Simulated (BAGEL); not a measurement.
# BNH3ClO (SMILES NB(O)Cl), step by step

Wanted: a single-point energy (HF/def2-SV(P)), then a single-point energy (NEVPT2(2,2)/def2-SV(P)), then the energy (CASPT2(2,2)/def2-SV(P)) of BNH3ClO. 

The calculation is run with BAGEL 1.2.2.

2 further runs of the same task are left out: 2 set aside as unsound or not needed.

### 1 The system as given

BNH3ClO: 7 atoms, total charge 0, spin state singlet. SMILES: `NB(O)Cl`. The O3–H7 distance was set to 2.205 Å, away from the relaxed value. At this shape a bond of the SMILES string is far longer than usual.

Bond lengths: N1–B2 1.393 Å, B2–O3 1.360 Å, B2–Cl4 1.788 Å, N1–H5 1.002 Å, N1–H6 1.005 Å. Angles: N1–B2–O3 120.7°, N1–B2–Cl4 119.3°, O3–B2–Cl4 120.0°, B2–N1–H5 122.9°, B2–N1–H6 121.7°, H5–N1–H6 115.4°.

### 2 The energy at HF/def2-SV(P) (density fitting with svp-jkfit) (run 1)

The input, calc.json:

```json
{ "bagel": [

{
  "title": "molecule",
  "basis": "def2-sv_p_.json",
  "df_basis": "svp-jkfit",
  "angstrom": "true",
  "geometry": [
    { "atom": "N", "xyz": [      -0.928049,       2.139467,       0.168774 ] },
    { "atom": "B", "xyz": [      -0.347049,       0.875167,       0.099874 ] },
    { "atom": "O", "xyz": [       0.689051,       0.540667,       0.915574 ] },
    { "atom": "Cl", "xyz": [      -0.977949,      -0.313833,      -1.077226 ] },
    { "atom": "H", "xyz": [      -1.692149,       2.420567,      -0.415926 ] },
    { "atom": "H", "xyz": [      -0.602249,       2.834967,       0.816574 ] },
    { "atom": "H", "xyz": [       1.410800,      -1.517400,       0.591500 ] }
  ]
},

{ "title": "hf" },

{ "title": "print", "file": "orbitals.molden", "orbitals": "true" }

]}
```

The basis set def2-SV(P) is read from a file made from the Basis Set Exchange's data (not shown).

Launch:

```bash
$ BAGEL_NUM_THREADS=1 BAGEL calc.json > calc.out
```

What it wrote:

```text
* using 1 threads per process

  ===============================================================
  ===============================================================

  *** Geometry ***

  { "atom" : "N", "xyz" : [     -1.753758,      4.043007,      0.318937 ] },
  { "atom" : "B", "xyz" : [     -0.655828,      1.653826,      0.188735 ] },
  { "atom" : "O", "xyz" : [      1.302118,      1.021713,      1.730184 ] },
  { "atom" : "Cl", "xyz" : [     -1.848056,     -0.593058,     -2.035662 ] },
  { "atom" : "H", "xyz" : [     -3.197698,      4.574209,     -0.785986 ] },
  { "atom" : "H", "xyz" : [     -1.138086,      5.357311,      1.543101 ] },
  { "atom" : "H", "xyz" : [      2.666026,     -2.867470,      1.117773 ] },

  Number of auxiliary basis functions:      411

  Since a DF basis is specified, we compute 2- and 3-index integrals:
    o Being stored without compression. Storage requirement is 0.014 GB

  Number of basis functions:       66
  Number of electrons      :       40

    * METHOD: MOLECULE                             0.11

  *** RHF ***

  === Nuclear Repulsion ===
   140.9261439519

      * DIIS with orbital gradients will be used.

  === RHF iteration (def2-sv_p_.json) ===
      0       -614.46552275          0.02844248           0.03
      1       -614.22772149          0.03982690           0.03
      2       -614.83836501          0.00591317           0.03
      3       -614.85267522          0.00210864           0.03
      4       -614.85495359          0.00082962           0.03
      5       -614.85540178          0.00039798           0.03
      6       -614.85549114          0.00014622           0.03
      7       -614.85550582          0.00004163           0.03
      8       -614.85550721          0.00001022           0.03
      9       -614.85550738          0.00000578           0.03
     10       -614.85550745          0.00000265           0.03
     11       -614.85550747          0.00000115           0.03
     12       -614.85550747          0.00000042           0.03
     13       -614.85550747          0.00000010           0.03
     14       -614.85550747          0.00000004           0.03
     15       -614.85550747          0.00000002           0.03
     16       -614.85550747          0.00000001           0.03
    * SCF iteration converged.

    * Permanent dipole moment:
           (   -0.142173,     0.026662,    -0.121033) a.u.

    * METHOD: HF                                   0.57

    * METHOD: PRINT                                0.01

  ===============================================================
```

Wall time 0.87 s (1 thread of Arm Neoverse V2, shared host); peak memory 0.14 GiB.

### 3 The energy at NEVPT2(2,2)/def2-SV(P) (density fitting with svp-jkfit) (run 2)

The input, job.json:

```json
{ "bagel" : [

{
  "title" : "molecule",
  "basis" : "def2-sv_p_.json",
  "df_basis" : "svp-jkfit",
  "angstrom" : true,
  "geometry" : [
    { "atom" : "N", "xyz" : [      -0.928049,       2.139467,       0.168774 ] },
    { "atom" : "B", "xyz" : [      -0.347049,       0.875167,       0.099874 ] },
    { "atom" : "O", "xyz" : [       0.689051,       0.540667,       0.915574 ] },
    { "atom" : "Cl", "xyz" : [      -0.977949,      -0.313833,      -1.077226 ] },
    { "atom" : "H", "xyz" : [      -1.692149,       2.420567,      -0.415926 ] },
    { "atom" : "H", "xyz" : [      -0.602249,       2.834967,       0.816574 ] },
    { "atom" : "H", "xyz" : [       1.410800,      -1.517400,       0.591500 ] }
  ]
},

{
  "title" : "hf"
},

{
  "title" : "nevpt2",
  "nstate" : 1,
  "nact" : 2,
  "nclosed" : 19,
  "active" : [20, 21],
  "maxiter" : 200,
  "natocc" : true,
  "ncore" : 8
},

{
  "title" : "print",
  "file" : "orbitals.molden",
  "orbitals" : true
}

]}
```

The basis set def2-SV(P) is read from a file made from the Basis Set Exchange's data (not shown).

Launch:

```bash
$ BAGEL_NUM_THREADS=1 BAGEL job.json > job.out
```

What it wrote:

```text
* using 1 threads per process

  ===============================================================
  ===============================================================

  *** Geometry ***

  { "atom" : "N", "xyz" : [     -1.753758,      4.043007,      0.318937 ] },
  { "atom" : "B", "xyz" : [     -0.655828,      1.653826,      0.188735 ] },
  { "atom" : "O", "xyz" : [      1.302118,      1.021713,      1.730184 ] },
  { "atom" : "Cl", "xyz" : [     -1.848056,     -0.593058,     -2.035662 ] },
  { "atom" : "H", "xyz" : [     -3.197698,      4.574209,     -0.785986 ] },
  { "atom" : "H", "xyz" : [     -1.138086,      5.357311,      1.543101 ] },
  { "atom" : "H", "xyz" : [      2.666026,     -2.867470,      1.117773 ] },

  Number of auxiliary basis functions:      411

  Since a DF basis is specified, we compute 2- and 3-index integrals:
    o Being stored without compression. Storage requirement is 0.014 GB

  Number of basis functions:       66
  Number of electrons      :       40

    * METHOD: MOLECULE                             0.11

  *** RHF ***

  === Nuclear Repulsion ===
   140.9261439519

      * DIIS with orbital gradients will be used.

  === RHF iteration (def2-sv_p_.json) ===
      0       -614.46552275          0.02844248           0.03
      1       -614.22772149          0.03982690           0.03
      2       -614.83836501          0.00591317           0.03
[... 13 lines of this table left out ...]
     16       -614.85550747          0.00000001           0.03
    * SCF iteration converged.

    * Permanent dipole moment:
           (   -0.142173,     0.026662,    -0.121033) a.u.

    * METHOD: HF                                   0.57

    * freezing 8 orbitals
  ---------------------------
      CASSCF calculation
  ---------------------------

    ==== Active orbitals : =====
         Orbital 20
         Orbital 21
    ============================

    * nstate   :      1
    * nclosed  :     19
    * nact     :      2
    * nvirt    :     45
  === CASSCF iteration (def2-sv_p_.json) ===

    * Using the second-order algorithm

      0  0      -614.91971616     9.96e-03      0.01

      1  0      -614.98022933     4.04e-03      0.16
[... 17 lines of this table left out ...]
     10  0      -614.98452208     8.59e-09      0.14

    * Second-order optimization converged. *

     guess   0:   closed 1.                   open ..

  === FCI iteration ===

      0  0      -614.83343243     1.19e-01      0.00
      1  0      -614.96312584     4.59e-02      0.00
      2  0 *    -614.98452208     3.12e-16      0.00

     * ci vector, state   0, <S^2> = 0.0000
       2.     0.8383223060
       .2    -0.5451749364

  === DF-NEVPT2 calculation ===

    * 3-index integral transformation done
    * assembly done

      NEVPT2 correlation energy:   -0.5112913337      0.08

          (+0)     -0.4474251159
          (+0)'    -0.0123237122
          (+1)     -0.0121358609
          (+1)'    -0.0000000000
          (+2)     -0.0001488263
          (-1)     -0.0388903118
          (-1)'     0.0000000000
          (-2)     -0.0003675066

      NEVPT2 total energy:       -615.4958134135

    * METHOD: NEVPT2                               1.89

    * METHOD: PRINT                                0.01

  ===============================================================
```

Run time: 2.8 s. Hardware: 1 thread of Arm Neoverse V2, shared host; peak memory 0.14 GiB.

### 4 The energy at CASPT2(2,2)/def2-SV(P) (density fitting with svp-jkfit) (run 3)

The input, caspt2.json:

```json
{ "bagel": [

{
  "title": "molecule",
  "basis": "def2-sv_p_.json",
  "df_basis": "svp-jkfit",
  "angstrom": true,
  "geometry": [
    { "atom": "N", "xyz": [   -0.928049,    2.139467,    0.168774 ] },
    { "atom": "B", "xyz": [   -0.347049,    0.875167,    0.099874 ] },
    { "atom": "O", "xyz": [    0.689051,    0.540667,    0.915574 ] },
    { "atom": "Cl", "xyz": [   -0.977949,   -0.313833,   -1.077226 ] },
    { "atom": "H", "xyz": [   -1.692149,    2.420567,   -0.415926 ] },
    { "atom": "H", "xyz": [   -0.602249,    2.834967,    0.816574 ] },
    { "atom": "H", "xyz": [    1.410800,   -1.517400,    0.591500 ] }
  ]
},
{ "title": "hf" },
{ "title": "casscf", "nstate": 1, "nact": 2, "nclosed": 19, "active": [20, 21], "maxiter": 200, "natocc": true },
{ "title": "print", "file": "orbitals.molden", "orbitals": true },
{ "title": "smith", "method": "caspt2", "ms": true, "xms": true, "sssr": true, "shift": 0.2, "shift_imag": true, "ncore": 8 }

]}
```

The basis set def2-SV(P) is read from a file made from the Basis Set Exchange's data (not shown).

Launch:

```bash
$ BAGEL_NUM_THREADS=1 BAGEL caspt2.json > caspt2.out
```

What it wrote:

```text
* using 1 threads per process

  ===============================================================
  ===============================================================

  *** Geometry ***

  { "atom" : "N", "xyz" : [     -1.753758,      4.043007,      0.318937 ] },
  { "atom" : "B", "xyz" : [     -0.655828,      1.653826,      0.188735 ] },
  { "atom" : "O", "xyz" : [      1.302118,      1.021713,      1.730184 ] },
  { "atom" : "Cl", "xyz" : [     -1.848056,     -0.593058,     -2.035662 ] },
  { "atom" : "H", "xyz" : [     -3.197698,      4.574209,     -0.785986 ] },
  { "atom" : "H", "xyz" : [     -1.138086,      5.357311,      1.543101 ] },
  { "atom" : "H", "xyz" : [      2.666026,     -2.867470,      1.117773 ] },

  Number of auxiliary basis functions:      411

  Since a DF basis is specified, we compute 2- and 3-index integrals:
    o Being stored without compression. Storage requirement is 0.014 GB

  Number of basis functions:       66
  Number of electrons      :       40

    * METHOD: MOLECULE                             0.11

  *** RHF ***

[... 11 lines left out ...]
    * SCF iteration converged.
[... 1 line left out ...]
    * Permanent dipole moment:
[... 27 lines left out ...]
    * Second-order optimization converged. *
[... 9 lines left out ...]
     * ci vector, state   0, <S^2> = 0.0000
[... 16 lines left out ...]
    * Zeroth order energy : state  0       -0.5082049030

    * CASPT2 iteration is performed using orthogonal basis

      -------------------------------------------  CASPT2 iteration  ---------------------------------------------------
       #      aibj      arbs      arbi      airj      risj      airs      arst      rist         Etot      error   time
      ------------------------------------------------------------------------------------------------------------------

       0  -0.44571  -0.00046  -0.04228  -0.01350  -0.00022  -0.01287  -0.00000  -0.00000   -0.5150422  0.0007040   0.04
       1  -0.44574  -0.00047  -0.04235  -0.01351  -0.00022  -0.01293  -0.00000  -0.00000   -0.5152217  0.0000626   0.04
       2  -0.44574  -0.00047  -0.04235  -0.01351  -0.00022  -0.01293  -0.00000  -0.00000   -0.5152235  0.0000091   0.04
       3  -0.44574  -0.00047  -0.04235  -0.01351  -0.00022  -0.01293  -0.00000  -0.00000   -0.5152235  0.0000018   0.04
       4  -0.44574  -0.00047  -0.04235  -0.01351  -0.00022  -0.01293  -0.00000  -0.00000   -0.5152235  0.0000002   0.04

      ------------------------------------------------------------------------------------------------------------------

    * CASPT2 energy : state  0     -615.5020505776
        w/o shift correction       -615.4997456251
        reference weight              0.8625182477

    * METHOD: SMITH                                0.32

  ===============================================================
```

It took 2.9 s on 1 thread of Arm Neoverse V2, shared host; peak memory 0.14 GiB.

### 5 What came out

```
                                   quantity          value
         run 1, HF/def2-SV(P): total energy  -614.85551 Eh
        run 1, HF/def2-SV(P): dipole moment         0.48 D
          run 1, HF/def2-SV(P): HOMO energy      -10.81 eV
          run 1, HF/def2-SV(P): LUMO energy       -2.27 eV
        run 1, HF/def2-SV(P): HOMO–LUMO gap        8.54 eV
run 2, NEVPT2(2,2)/def2-SV(P): total energy  -615.49581 Eh
run 3, CASPT2(2,2)/def2-SV(P): total energy  -615.50205 Eh
```
